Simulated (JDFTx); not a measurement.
The system is YB6.

```
Y B
1.0
     4.11300    0.00000    0.00000
     0.00000    4.11300    0.00000
     0.00000    0.00000    4.11300
Y B
1 6
Direct
  0.00000 0.00000 0.00000
  0.50000 0.50000 0.79300
  0.50000 0.50000 0.20700
  0.50000 0.79300 0.50000
  0.79300 0.50000 0.50000
  0.50000 0.20700 0.50000
  0.20700 0.50000 0.50000
```

| Quantity | Value |
| --- | --- |
| Program | JDFTx 1.7.0 (patched build) |
| Task | single point |
| Functional | PBEsol |
| Potentials or basis | PseudoDojo-SR-PBEsol-0.4.1-standard with smoothed tails |
| Cutoff | 1034 eV |
| Density cutoff | 8272 eV |
| k mesh | 7 × 7 × 7 |
| Occupations | fermi-dirac, width 0.05 eV |
| Spin | no spin polarisation |

On this cell: pressure -1.4 GPa; largest force 2.219 eV/Å; band gap on the k mesh none (metal or under the smearing width).

The same run follows on a disturbed copy (atoms moved at random, drawn with an rms of 0.05 Å):

```
Y B
1.0
     4.11300    0.00000    0.00000
     0.00000    4.11300    0.00000
     0.00000    0.00000    4.11300
Y B
1 6
Cartesian
  -0.0170 0.0262 -0.0219
  2.0719 2.0653 3.2412
  2.0710 2.0697 0.8285
  2.0034 3.2465 2.0217
  3.3035 2.0767 2.0527
  2.0859 0.9093 2.0320
  0.8581 2.0229 2.0640
```

Question: What changes?

Answer: The energy (extrapolated to zero smearing) moves by +31.6 meV/atom; pressure -0.3 GPa; largest force 4.423 eV/Å; band gap on the k mesh none (metal or under the smearing width).

Forces in eV/Å, atoms in the order of the input:
```
Y    0.004 -0.042  0.012
B    0.133  0.236  2.483
B    0.060  0.063 -2.184
B    1.011  3.523  0.227
B    0.999  0.095 -0.156
B   -0.135 -4.421 -0.029
B   -2.072  0.546 -0.353
```

Stress tensor (GPa, compression positive):
```
-1.27  0.46  0.28
 0.46  1.13  0.48
 0.28  0.48 -0.82
```

Caveats: the empty levels aren't tightly converged (some runs); forces of over 1 eV/Å show positions far from the minimum, so gaps and moduli don't describe the material at rest (some runs).
